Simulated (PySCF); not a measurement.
# ClCs: the cost of one run

Program: PySCF 2.14.0. Level of theory: method and basis as typed in the scripts. These are calculated values, not measurements.

2 further runs of the same task are left out: 2 that didn't finish.

### Step 1. Where the work starts

CsCl: 2 atoms, charge 0, spin multiplicity 1.

Bond lengths: Cs1–Cl2 2.953 Å.

### Step 2. The base run

input.py reads:

```python
from pyscf import gto, scf
from pyscf.hessian import thermo

mol = gto.M(
    atom='Cs 0 0 0; Cl 0 0 2.953',
    basis='jorge-dzp-dkh',
    charge=0,
    spin=0,
    verbose=4,
)
mf = scf.RHF(mol)
mf = mf.sfx2c1e()
mf.kernel()
hess = mf.Hessian().kernel()
print('wavenumber (cm^-1) =', thermo.harmonic_analysis(mol, hess)['freq_wavenumber'].round(1))
mf.dip_moment()
print('orbital energies (hartree):', mf.mo_energy[..., max(0, mol.nelec[1]-3):mol.nelec[0]+3].round(4))
```

On the command line:

```bash
> OMP_NUM_THREADS=1 python input.py
```

Q: Estimate wall time and peak memory on 1 thread of Intel Xeon Platinum 8559C, shared host.

About 33 s, with a peak of 0.23 GiB.
